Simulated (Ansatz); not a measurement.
# SbP3: the cost of one run

Program: Ansatz 0.2.0. Level of theory: DFT PBE, scalar-relativistic, plane waves, PAW. These are calculated values, not measurements.

## Step 1: Starting point

The structure is trigonal, space group P3 (No. 143). Conventional cell: a = 4.903 Å, b = 4.903 Å, c = 4.726 Å, α = 90.00°, β = 90.00°, γ = 120.00°. Sb (site symmetry 3) is surrounded by 3 P at 2.16 Å. P (site symmetry 1) is surrounded by 1 Sb at 2.16 Å and 2 P at 2.27 Å.

Coordinates:

```
CELL_PARAMETERS angstrom
4.90276 0.00000 0.00000
-2.45138 4.24592 0.00000
0.00000 0.00000 4.72552
ATOMIC_POSITIONS crystal
Sb 0.33333 0.66667 0.25000
P 0.25000 0.36766 0.61345
P 0.11766 0.75000 0.61345
P 0.63234 0.88234 0.61345
```

## Step 2: A loose first relaxation

Contents of input.yaml:

```yaml
crystal:
  lattice:
    - [4.9027609835, 0.0, 0.0]
    - [-2.4513804918, 4.2459155604, 0.0]
    - [0.0, 0.0, 4.7255239314]
  atoms:
    - { symbol: Sb, position: [0.3333333333, 0.6666666667, 0.25] }
    - { symbol: P, position: [0.25, 0.3676593332, 0.6134454346] }
    - { symbol: P, position: [0.1176593332, 0.75, 0.6134454346] }
    - { symbol: P, position: [0.6323406668, 0.8823406668, 0.6134454346] }
basis:
  ecutwfc: 420
kpoints:
  mp_grid: { grid: [6, 6, 4] }
hamiltonian:
  xc: pbe
scf:
  occupations: { method: gaussian, width: 0.1 }
  lower_state_search: "off"
output:
  forces: true
  stress: true
  eigenvalues: true
relax:
  adjacent_minimum: "off"
  f_tol: 0.04
  max_steps: 70
  cell: { stress_tol: 0.4 }
```

Command:

```bash
ansatz run input.yaml --threads 1 --pin off --max-ram 2560MiB --backend cpu --events-out ev --progress --plain --runs-dir out
```

Q: Estimate wall time and peak memory on 1 thread of Intel Xeon Platinum 8375C at 2.90GHz (Ice Lake), shared host.

About 91 s, with a peak of 0.46 GiB.
